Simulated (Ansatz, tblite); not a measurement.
# Cis-OsCl2(PF3)4 (Cl2F12OsP4): one state, many levels

An exercise on one series of results from a longer session: the logs are not shown, and one member is left open.

Method: as each input shows; program: Ansatz 0.2.0, Gaussian basis.

The runs, in order: GFN1-xTB, GFN2-xTB, PBE-D4/def2-TZVP, r2SCAN-D4/def2-TZVP, CAM-B3LYP-D4/def2-TZVP, PBE-D4/def2-SVP, PBE0-D4/def2-SVP, MP2/def2-SVP, RPA/def2-SVP.

2 further runs of the same task are left out: 2 set aside as unsound or not needed.

## The structure

The singlet was relaxed beforehand with PBE-D4/def2-SVP.

19 atoms, charge 0, spin multiplicity 1.

Bond lengths: Cl1–Os15 2.445 Å, Cl2–Os15 2.453 Å, F3–P16 1.594 Å, F4–P16 1.603 Å, F5–P16 1.594 Å, F6–P17 1.603 Å, F7–P17 1.592 Å, F8–P17 1.603 Å, F9–P18 1.596 Å, F10–P18 1.581 Å, F11–P18 1.593 Å, F12–P19 1.596 Å, F13–P19 1.594 Å, F14–P19 1.581 Å, Os15–P16 2.230 Å, Os15–P17 2.222 Å, Os15–P18 2.304 Å, Os15–P19 2.306 Å. Angles: Cl1–Os15–Cl2 89.1°, Cl1–Os15–P16 171.7°, Cl1–Os15–P17 92.7°, Cl1–Os15–P18 82.9°, Cl1–Os15–P19 82.6°, Cl2–Os15–P16 82.6°, Cl2–Os15–P17 178.1°, Cl2–Os15–P18 87.5°, Cl2–Os15–P19 86.6°, P16–Os15–P17 95.6°, P16–Os15–P18 96.6°, P16–Os15–P19 96.9°, P17–Os15–P18 93.1°, P17–Os15–P19 93.3°, P18–Os15–P19 164.4°, F3–P16–F4 98.5°, F3–P16–F5 99.2°, F3–P16–Os15 118.4° and more.

Os takes a core potential in the def2 sets. No spin-orbit coupling is included.

PBE0-D4/def2-TZVP was run before; its log isn't repeated, and its numbers join the tables.

The first run:

Tight binding, by tblite at 300 K electronic temperature and without a spin-polarisation term:

```python
tblite.interface.Calculator('GFN1-xTB', numbers, positions, charge=0, uhf=0).singlepoint()
```

Tight binding, by tblite at 300 K electronic temperature and without a spin-polarisation term:

```python
tblite.interface.Calculator('GFN2-xTB', numbers, positions, charge=0, uhf=0).singlepoint()
```

start.molden holds the orbitals of an earlier run on this state, given as this run's starting guess.

Contents of in.yaml:

```yaml
crystal:
  periodic: [false, false, false]
  atoms:
    - {symbol: Cl, position_ang: [0.691803, -0.221483, 2.697984]}
    - {symbol: Cl, position_ang: [2.796482, -0.097403, -0.015713]}
    - {symbol: F, position_ang: [1.138782, 1.375820, -2.600905]}
    - {symbol: F, position_ang: [-1.002964, 0.253797, -2.734005]}
    - {symbol: F, position_ang: [1.041448, -1.043809, -2.789011]}
    - {symbol: F, position_ang: [-2.612579, 1.312669, -0.079371]}
    - {symbol: F, position_ang: [-2.564849, -0.082070, 1.901490]}
    - {symbol: F, position_ang: [-2.684724, -1.110415, -0.288106]}
    - {symbol: F, position_ang: [0.472111, 3.275504, -0.473148]}
    - {symbol: F, position_ang: [1.916016, 2.721297, 1.399701]}
    - {symbol: F, position_ang: [-0.493953, 2.846803, 1.714509]}
    - {symbol: F, position_ang: [0.343501, -3.199373, -0.947031]}
    - {symbol: F, position_ang: [-0.697254, -3.038297, 1.242773]}
    - {symbol: F, position_ang: [1.727846, -3.002458, 1.037415]}
    - {symbol: Os, position_ang: [0.362774, -0.031946, 0.283089]}
    - {symbol: P, position_ang: [0.385173, 0.135562, -1.940879]}
    - {symbol: P, position_ang: [-1.849849, 0.019831, 0.482781]}
    - {symbol: P, position_ang: [0.580112, 2.219620, 0.718808]}
    - {symbol: P, position_ang: [0.450116, -2.333649, 0.389618]}
basis:
  gaussian: {orbitals: def2-TZVP, fitting: {mean_field: def2-universal-jkfit}, initial_orbitals: start.molden}
hamiltonian: {xc: pbe, dispersion: d4}
scf: {omitted_lower_state_checks: [starts]}
output: {forces: true, orbitals: {seedname: orbitals}}
```

On the command line:

```
$ ansatz run in.yaml --threads 2 --pin off --events-out ev --progress --plain --max-ram 22528MiB --backend cuda --devices 0, --max-vram 18GiB
```

Steps of the session up to this table: PBE-D4/def2-TZVP; r2SCAN-D4/def2-TZVP; CAM-B3LYP-D4/def2-TZVP; PBE-D4/def2-SVP; PBE0-D4/def2-SVP; MP2/def2-SVP; RPA/def2-SVP.

One table of the session follows, with a row left open; its other results are not shown here.

It belongs to the step «Binding energy». 

```
                 level  binding an atom (eV)
           HF/def2-SVP                 2.247
       PBE-D4/def2-SVP                 4.185
      PBE-D4/def2-TZVP                 4.280
   r2SCAN-D4/def2-TZVP                 4.123
      PBE0-D4/def2-SVP                 3.901
     PBE0-D4/def2-TZVP                 4.046
CAM-B3LYP-D4/def2-TZVP                 4.069
          RPA/def2-SVP                     ?
          MP2/def2-SVP                 3.778
```

Estimate the missing values for RPA/def2-SVP.

As computed: binding an atom (eV): 3.185. In the column «binding an atom (eV)» it lies between HF/def2-SVP (2.247) and MP2/def2-SVP (3.778).

Limits of these values: Free atoms were run apart at each level; binding is atoms less cluster, divided by the number of atoms, without zero-point or spin-orbit terms.
